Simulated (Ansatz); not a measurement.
# LuAs: strong compression

Aim: compress LuAs (zincblende type) step by step, far beyond the usual range, and follow pressure and electronic structure. Methods of the runs shown: LAPW and crystal datasets. Companion runs by PAW are cited. Its runs: the reference run (LAPW); volume scaled by 1 (crystal datasets); volume scaled by 0.92 (LAPW); volume scaled by 0.84 (LAPW and crystal datasets); volume scaled by 0.76 (LAPW and crystal datasets); volume scaled by 0.68 (LAPW); volume scaled by 0.6 (LAPW); volume scaled by 0.52 (LAPW); volume scaled by 0.45 (LAPW and crystal datasets).

Computed with Ansatz 0.2.0 (DFT LDA, with the methods named in each step, unless a step's input says otherwise).

1 further run of the same task is left out (it didn't finish). Runs told in other sessions of the task aren't counted.

## Step 1: Starting point

Symmetry: F-43m, No. 216, cubic system. Conventional cell: a = 6.195 Å, b = 6.195 Å, c = 6.195 Å, α = 90.00°, β = 90.00°, γ = 90.00°. Lu (site symmetry -43m) is surrounded by 4 As at 2.68 Å. As (site symmetry -43m) is surrounded by 4 Lu at 2.68 Å.

As a file:

```xyz
2
Lattice="0.0000 3.0973 3.0973 3.0973 0.0000 3.0973 3.0973 3.0973 0.0000" Properties=species:S:1:pos:R:3 pbc="T T T"
Lu    0.0000    0.0000    0.0000
As    1.5487    1.5487    1.5487
```

Whether this phase is the stable one at these pressures isn't tested.

Atoms are numbered in the order of the input: Lu1, As2.

## Step 2: The reference volume, LAPW

Contents of input.yaml:

```yaml
crystal:
  lattice:
    - [0.0, 3.0973192308, 3.0973192308]
    - [3.0973192308, 0.0, 3.0973192308]
    - [3.0973192308, 3.0973192308, 0.0]
  atoms:
    - { symbol: Lu, position: [0.0, 0.0, 0.0] }
    - { symbol: As, position: [0.25, 0.25, 0.25] }
kpoints:
  mp_grid: { grid: [11, 11, 11] }
  band_path:
    path:
      - [0.0, 0.0, 0.0]
      - [-0.5, -0.5, 0.0]
      - [-0.375, -0.375, 0.25]
      - [-0.375, 0.0, 0.375]
      - [0.0, 0.0, 0.0]
      - [0.0, 0.0, 0.5]
      - [-0.5, -0.25, 0.25]
      - [-0.5, -0.5, 0.0]
    npoints: 14
scf:
  occupations: { method: fermi_dirac, width: 0.05 }
hamiltonian:
  xc: lda
  pseudopotentials: { kind: all_electron, lapw: { basis_error: 0.001 } }
output:
  forces: true
  stress: true
  eigenvalues: true
  populations: true
  dos: { projected: true, de: 0.2, e_range: [-14, 8] }
```

Command:

```
$ ansatz run input.yaml --threads 1 --pin off --max-ram 2048MiB --backend cpu --events-out ev --progress --plain --runs-dir out
```

## Step 3: Volume scaled by 1, crystal datasets

Contents of input.yaml:

```yaml
crystal:
  lattice:
    - [0.0, 3.0973192308, 3.0973192308]
    - [3.0973192308, 0.0, 3.0973192308]
    - [3.0973192308, 3.0973192308, 0.0]
  atoms:
    - { symbol: Lu, position: [0.0, 0.0, 0.0] }
    - { symbol: As, position: [0.25, 0.25, 0.25] }
kpoints:
  mp_grid: { grid: [11, 11, 11] }
scf:
  occupations: { method: fermi_dirac, width: 0.05 }
hamiltonian:
  xc: lda
  pseudopotentials: { kind: all_electron, datasets: crystal }
output:
  forces: true
  stress: true
  eigenvalues: true
```

## Step 4: Volume scaled by 0.92, LAPW

Contents of input.yaml:

```yaml
crystal:
  lattice:
    - [0.0, 3.0124180751, 3.0124180751]
    - [3.0124180751, 0.0, 3.0124180751]
    - [3.0124180751, 3.0124180751, 0.0]
  atoms:
    - { symbol: Lu, position: [0.0, 0.0, 0.0] }
    - { symbol: As, position: [0.25, 0.25, 0.25] }
kpoints:
  mp_grid: { grid: [11, 11, 11] }
scf:
  occupations: { method: fermi_dirac, width: 0.05 }
hamiltonian:
  xc: lda
  pseudopotentials: { kind: all_electron, lapw: { basis_error: 0.001 } }
output:
  forces: true
  stress: true
  eigenvalues: true
  populations: true
```

## Step 5: Volume scaled by 0.84, LAPW

Changes to input.yaml since step 4:

```diff
@@ -2,5 +2,5 @@
   lattice:
-    - [0.0, 3.0124180751, 3.0124180751]
-    - [3.0124180751, 0.0, 3.0124180751]
-    - [3.0124180751, 3.0124180751, 0.0]
+    - [0.0, 2.922440858, 2.922440858]
+    - [2.922440858, 0.0, 2.922440858]
+    - [2.922440858, 2.922440858, 0.0]
   atoms:
```

## Step 6: Volume scaled by 0.84, crystal datasets

Changes to input.yaml since step 5:

```diff
@@ -14,3 +14,3 @@
   xc: lda
-  pseudopotentials: { kind: all_electron, lapw: { basis_error: 0.001 } }
+  pseudopotentials: { kind: all_electron, datasets: crystal }
 output:
@@ -19,2 +19 @@
   eigenvalues: true
-  populations: true
```

## Step 7: Volume scaled by 0.76, LAPW

Contents of input.yaml:

```yaml
crystal:
  lattice:
    - [0.0, 2.8265532161, 2.8265532161]
    - [2.8265532161, 0.0, 2.8265532161]
    - [2.8265532161, 2.8265532161, 0.0]
  atoms:
    - { symbol: Lu, position: [0.0, 0.0, 0.0] }
    - { symbol: As, position: [0.25, 0.25, 0.25] }
kpoints:
  mp_grid: { grid: [11, 11, 11] }
scf:
  occupations: { method: fermi_dirac, width: 0.05 }
hamiltonian:
  xc: lda
  pseudopotentials: { kind: all_electron, lapw: { basis_error: 0.001 } }
output:
  forces: true
  stress: true
  eigenvalues: true
  populations: true
```

## Step 8: Volume scaled by 0.76, crystal datasets

Changes to input.yaml since step 7:

```diff
@@ -14,3 +14,3 @@
   xc: lda
-  pseudopotentials: { kind: all_electron, lapw: { basis_error: 0.001 } }
+  pseudopotentials: { kind: all_electron, datasets: crystal }
 output:
@@ -19,2 +19 @@
   eigenvalues: true
-  populations: true
```

## Step 9: Volume scaled by 0.68, LAPW

Contents of input.yaml:

```yaml
crystal:
  lattice:
    - [0.0, 2.7236770196, 2.7236770196]
    - [2.7236770196, 0.0, 2.7236770196]
    - [2.7236770196, 2.7236770196, 0.0]
  atoms:
    - { symbol: Lu, position: [0.0, 0.0, 0.0] }
    - { symbol: As, position: [0.25, 0.25, 0.25] }
kpoints:
  mp_grid: { grid: [11, 11, 11] }
scf:
  occupations: { method: fermi_dirac, width: 0.05 }
hamiltonian:
  xc: lda
  pseudopotentials: { kind: all_electron, lapw: { basis_error: 0.001 } }
output:
  forces: true
  stress: true
  eigenvalues: true
  populations: true
```

## Step 10: Volume scaled by 0.6, LAPW

Changes to input.yaml since step 9:

```diff
@@ -2,5 +2,5 @@
   lattice:
-    - [0.0, 2.7236770196, 2.7236770196]
-    - [2.7236770196, 0.0, 2.7236770196]
-    - [2.7236770196, 2.7236770196, 0.0]
+    - [0.0, 2.6123802141, 2.6123802141]
+    - [2.6123802141, 0.0, 2.6123802141]
+    - [2.6123802141, 2.6123802141, 0.0]
   atoms:
```

## Step 11: Volume scaled by 0.52, LAPW

Changes to input.yaml since step 10:

```diff
@@ -2,5 +2,5 @@
   lattice:
-    - [0.0, 2.6123802141, 2.6123802141]
-    - [2.6123802141, 0.0, 2.6123802141]
-    - [2.6123802141, 2.6123802141, 0.0]
+    - [0.0, 2.4906942427, 2.4906942427]
+    - [2.4906942427, 0.0, 2.4906942427]
+    - [2.4906942427, 2.4906942427, 0.0]
   atoms:
```

## Step 12: Volume scaled by 0.45, LAPW

Contents of input.yaml:

```yaml
crystal:
  lattice:
    - [0.0, 2.3735049417, 2.3735049417]
    - [2.3735049417, 0.0, 2.3735049417]
    - [2.3735049417, 2.3735049417, 0.0]
  atoms:
    - { symbol: Lu, position: [0.0, 0.0, 0.0] }
    - { symbol: As, position: [0.25, 0.25, 0.25] }
kpoints:
  mp_grid: { grid: [11, 11, 11] }
  band_path:
    path:
      - [0.0, 0.0, 0.0]
      - [-0.5, -0.5, 0.0]
      - [-0.375, -0.375, 0.25]
      - [-0.375, 0.0, 0.375]
      - [0.0, 0.0, 0.0]
      - [0.0, 0.0, 0.5]
      - [-0.5, -0.25, 0.25]
      - [-0.5, -0.5, 0.0]
    npoints: 8
scf:
  occupations: { method: fermi_dirac, width: 0.05 }
hamiltonian:
  xc: lda
  pseudopotentials: { kind: all_electron, lapw: { basis_error: 0.001 } }
output:
  forces: true
  stress: true
  eigenvalues: true
  populations: true
  dos: { projected: true, de: 0.2, e_range: [-14, 8] }
```

## Step 13: Volume scaled by 0.45, crystal datasets

Contents of input.yaml:

```yaml
crystal:
  lattice:
    - [0.0, 2.3735049417, 2.3735049417]
    - [2.3735049417, 0.0, 2.3735049417]
    - [2.3735049417, 2.3735049417, 0.0]
  atoms:
    - { symbol: Lu, position: [0.0, 0.0, 0.0] }
    - { symbol: As, position: [0.25, 0.25, 0.25] }
kpoints:
  mp_grid: { grid: [11, 11, 11] }
scf:
  occupations: { method: fermi_dirac, width: 0.05 }
hamiltonian:
  xc: lda
  pseudopotentials: { kind: all_electron, datasets: crystal }
output:
  forces: true
  stress: true
  eigenvalues: true
```

(Steps that only read results are left out.)

**Question.** What will these runs give? Wanted: LAPW pressure at 0.45 of the volume; PAW pressure at 0.45 of the volume; PAW; crystal datasets pressure at 0.45 of the volume; fitted bulk modulus at zero pressure.

The runs gave:

```
                                       quantity      value
            LAPW pressure at 0.45 of the volume  196.8 GPa
             PAW pressure at 0.45 of the volume  197.2 GPa
PAW (core large) pressure at 0.45 of the volume  197.2 GPa
crystal datasets pressure at 0.45 of the volume  196.7 GPa
    fitted bulk modulus at zero pressure (LAPW)     61 GPa
                        its pressure derivative       3.64
```

What this shows: By LAPW the pressure climbs to 197 GPa at 0.45 of the first volume. A third-order Birch-Murnaghan curve fits the range only roughly (B₀ = 61 GPa, B′ = 3.64, misfit at most 1.03 GPa). A fit over so wide a range leans to the high pressures, so B₀ can be off by several per cent. Where LAPW's pressure is over 3 GPa, PAW's departs from it by at most 0.3 %, at 0.45 of the volume. The gap goes from 1.47 to none: pressure closes it at this level, in a cell held to this structure, which the real crystal may leave first. The ions are at rest, and the electrons smeared by 0.05 eV. Spin-orbit coupling is left out, though the cell holds Lu; in elements this heavy it can shift bands and gaps by tenths of an eV.
